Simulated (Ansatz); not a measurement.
**ORb: ladder of methods at one geometry**

One table from this session's results is given with a row withheld; the runs are named, their logs left out.

Program: the Python package of Ansatz 0.2.0. The levels of theory stand in the script. These are calculated values, not measurements.

**The structure**

Bond lengths: Rb1–O2 2.660 Å.

No structure file is read: the coordinates are typed or built in the script.

Set-up of the first run:

Input file methods_orb.py:

```python
"""ORb at several levels of theory."""

import ansatz as az
from ase import Atoms

BASIS_SET = "def2-SVP"


def main() -> None:
    atoms = Atoms(["Rb", "O"], positions=[
        (0.0, 0.0, 0.0),
        (0.0, 0.0, 2.66),
    ])
    system = az.Crystal.molecule_from_ase(atoms)

    model = system.calculation()
    model = model.basis(gaussian=BASIS_SET).spin("collinear", total=1)

    methods = ["mp2", "ccsd", "ccsd_t", "bccd_t"]
    reports = [model.correlation(m).run(threads=1).report for m in methods]
    print(f"Hartree-Fock reference {reports[0]['reference_energy_ev'] / 27.211386246:.6f} Ha")
    best = reports[-1]["free_energy_ev"] - reports[-1]["reference_energy_ev"]
    for method, each in zip(methods, reports):
        gained = each["free_energy_ev"] - each["reference_energy_ev"]
        print(f"{method:8s} total {each['free_energy_ev'] / 27.211386246:.6f} Ha  correlation {gained:9.4f} eV  ({100 * gained / best:.1f} % of the last)")


if __name__ == "__main__":
    main()
```

On the command line:

```bash
python methods_orb.py
```

One table of the session follows, with a row left open; its other results are not shown here.

Correlation energies (total less mean field):

| method | correlation (eV) |
| --- | --- |
| mp2 | ? |
| ccsd | -5.903 |
| ccsd_t | -6.008 |
| bccd_t | -6.009 |

Q: Estimate the row for mp2 from the others.

The run gave: correlation (eV): -5.445. In the column «correlation (eV)» it is the highest.

Limits of these values: The spin state was assumed, and another may lie lower.
